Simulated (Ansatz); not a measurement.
# C: properties at the relaxed cell

An exercise on one series of results from a longer session: the logs are not shown, and one member is left open.

Computed with Ansatz 0.2.0 (DFT LDA, scalar-relativistic, plane waves, PAW, unless a step's input says otherwise).

### The starting structure

It takes space group P6/mmm (No. 191, hexagonal). The conventional cell has a = 4.775 Å, b = 4.775 Å, c = 4.132 Å, α = 90.00°, β = 90.00°, γ = 120.00°. Around C (site symmetry 3m) lie 4 C at 1.52 Å. Around C (site symmetry 2mm) lie 3 C at 1.33 to 1.52 Å.

Structure file:

```
CELL_PARAMETERS angstrom
4.77496 0.00000 0.00000
-2.38748 4.13523 0.00000
0.00000 0.00000 4.13198
ATOMIC_POSITIONS crystal
C 0.66667 0.33333 0.18346
C 0.33333 0.66667 0.18346
C 0.66667 0.33333 0.81654
C 0.33333 0.66667 0.81654
C 0.50000 0.50000 0.33953
C 0.00000 0.50000 0.33953
C 0.50000 0.00000 0.33953
C 0.50000 0.50000 0.66047
C 0.50000 0.00000 0.66047
C 0.00000 0.50000 0.66047
```

This cell was relaxed beforehand with the same method: volume 8.16 Å³/atom, gap on the mesh none (metal).

Set-up of the first run:

Input file input.yaml:

```yaml
crystal:
  lattice:
    - [4.726720963, 0.0, 0.0]
    - [-2.3633604815, 4.0934604306, 0.0]
    - [0.0, 0.0, 4.0902440263]
  atoms:
    - { symbol: C, position: [0.6666666667, 0.3333333333, 0.183460114] }
    - { symbol: C, position: [0.3333333333, 0.6666666667, 0.183460114] }
    - { symbol: C, position: [0.6666666667, 0.3333333333, 0.816539886] }
    - { symbol: C, position: [0.3333333333, 0.6666666667, 0.816539886] }
    - { symbol: C, position: [0.5, 0.5, 0.3395339674] }
    - { symbol: C, position: [0.0, 0.5, 0.3395339674] }
    - { symbol: C, position: [0.5, 0.0, 0.3395339674] }
    - { symbol: C, position: [0.5, 0.5, 0.6604660326] }
    - { symbol: C, position: [0.5, 0.0, 0.6604660326] }
    - { symbol: C, position: [0.0, 0.5, 0.6604660326] }
basis:
  ecutwfc: 420
kpoints:
  mp_grid: { grid: [12, 12, 10] }
hamiltonian:
  xc: lda
scf:
  occupations: { method: gaussian, width: 0.1 }
output:
  forces: true
  stress: true
  eigenvalues: true
relax:
  adjacent_minimum: "off"
  f_tol: 0.01
  max_steps: 30
  cell: { stress_tol: 0.1, fix: [volume] }
```

Launch:

```bash
$ ansatz run input.yaml --threads 2 --pin off --max-ram 5120MiB --backend cpu --events-out ev --progress --plain --runs-dir out
```

Steps of the session up to this table: Point at V/V0 = 0.97; Volume × 1.03; Volume × 0.94; The cell scaled to 1.06 of its volume; The cell scaled to 0.91 of its volume; The cell scaled to 1.10 of its volume; The cell scaled to 0.88 of its volume.

One table of the session follows, with a row left open; its other results are not shown here.

It belongs to the step «Equation of state». 

```
volume (Å³/atom)  energy above the lowest point (meV/atom)  pressure (GPa)
           7.180                                     115.3           41.62
           7.425                                      61.6           28.90
           7.669                                      26.1           17.86
           7.914                                         ?               ?
           8.159                                       0.0           -0.01
           8.404                                       5.6           -7.23
           8.648                                      21.5          -13.54
           8.975                                      56.6          -20.78
```

Q: Estimate the row for volume (Å³/atom) = 7.914 from the others.

Worked estimate for «energy above the lowest point (meV/atom)». A straight line through the neighbours (7.669, 26.1) and (8.159, 0.0) gives 26.1 + (0.0 − 26.1) × (7.914 − 7.669) / (8.159 − 7.669) = 13.1; a parabola fitted to 4 rows on both sides gives 6.2.

The run gave: energy above the lowest point (meV/atom): 6.2; pressure (GPa): 8.30. In «energy above the lowest point (meV/atom)» the line misses by +6.9 and the parabola by 0.0.
